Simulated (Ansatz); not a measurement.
# WSe2: the band gap up the ladder of functionals

One table from this session's results is given with a row withheld; the runs are named, their logs left out.

Code: Ansatz 0.2.0. PAW datasets, plane waves. (Simulation; spin polarisation is off.)

**The cell**

The cell was relaxed beforehand with r2SCAN+rVV10.

The symmetry is P6_3/mmc (No. 194, hexagonal); conventional cell a = 3.300 Å, c = 13.149 Å, 20.66 Å³ an atom. Around W lie 6 Se at 2.53 Å; around Se lie 3 W at 2.53 Å.

Structure file:

```
W Se
1.0
     3.29967    0.00000    0.00000
    -1.64983    2.85760    0.00000
     0.00000    0.00000   13.14870
W Se
2 4
Direct
  0.33333 0.66667 0.25000
  0.66667 0.33333 0.75000
  0.66667 0.33333 0.37666
  0.66667 0.33333 0.12334
  0.33333 0.66667 0.87666
  0.33333 0.66667 0.62334
```

Set-up of the first run:

The input, input.yaml:

```yaml
crystal:
  lattice:
    - [3.2996674501, 0.0, 0.0]
    - [-1.6498337251, 2.8575958358, 0.0]
    - [0.0, 0.0, 13.1487008971]
  atoms:
    - { symbol: W, position: [0.3333333333, 0.6666666667, 0.25] }
    - { symbol: W, position: [0.6666666667, 0.3333333333, 0.75] }
    - { symbol: Se, position: [0.6666666667, 0.3333333333, 0.3766602602] }
    - { symbol: Se, position: [0.6666666667, 0.3333333333, 0.1233397398] }
    - { symbol: Se, position: [0.3333333333, 0.6666666667, 0.8766602602] }
    - { symbol: Se, position: [0.3333333333, 0.6666666667, 0.6233397398] }
kpoints:
  mp_grid: { grid: [12, 12, 2] }
  band_path:
    path:
      - [[0.0, 0.0, 0.0], [0.5, -2.699380826392e-17, 0.0], [0.3333333333333, 0.3333333333333, 0.0], [0.0, 0.0, 0.0], [0.0, 0.0, 0.5], [0.5, -2.699380826392e-17, 0.5], [0.3333333333333, 0.3333333333333, 0.5], [0.0, 0.0, 0.5]]
      - [[0.5, -2.699380826392e-17, 0.5], [0.5, -2.699380826392e-17, 0.0]]
      - [[0.3333333333333, 0.3333333333333, 0.5], [0.3333333333333, 0.3333333333333, 0.0]]
    npoints: 10
hamiltonian:
  xc: pbe
scf:
  occupations: { method: fermi_dirac, width: 0.02 }
  n_extra_bands: 5
output:
  forces: true
  stress: true
  eigenvalues: true
```

The run is started by

```sh
ansatz run input.yaml --threads 4 --pin off --max-ram 7372MiB --backend cpu --events-out ev --progress --plain --runs-dir out
```

Among the steps run: PBE band path; r2SCAN at the same geometry; HSE06; PBE+SOC at the same geometry; Single point with PBE0; LDA at the same geometry; DDH-PBE0; r2SCANh.

One of the session's tables, all rows but one given; the rest of the session is left out.

| level | gap (eV) |
| --- | --- |
| PBE | 1.04 |
| r2SCAN | 1.14 |
| HSE06 | 1.50 |
| PBE+SOC | 0.95 |
| PBE0 | 2.15 |
| LDA | 0.96 |
| DDH-PBE0 | 1.38 |
| r2SCANh | ? |

Q: Estimate the row for r2SCANh from the others.

The run gave: gap (eV): 1.58. In the column «gap (eV)» it lies between HSE06 (1.50) and PBE0 (2.15).

Meshes: PBE 12×12×2, r2SCAN 12×12×2, HSE06 6×6×2, PBE+SOC 12×12×2, PBE0 6×6×2, LDA 12×12×2, DDH-PBE0 6×6×2, r2SCANh 6×6×2

Limits of these values: Spin-orbit coupling changes the PBE gap by -0.09 eV, and the other levels here lack it unless marked. Levels not so marked lack spin-orbit coupling, so their miss is not the functional's alone. Warnings in the runs' records: stress scf threshold loose, stress exchange threshold loose.
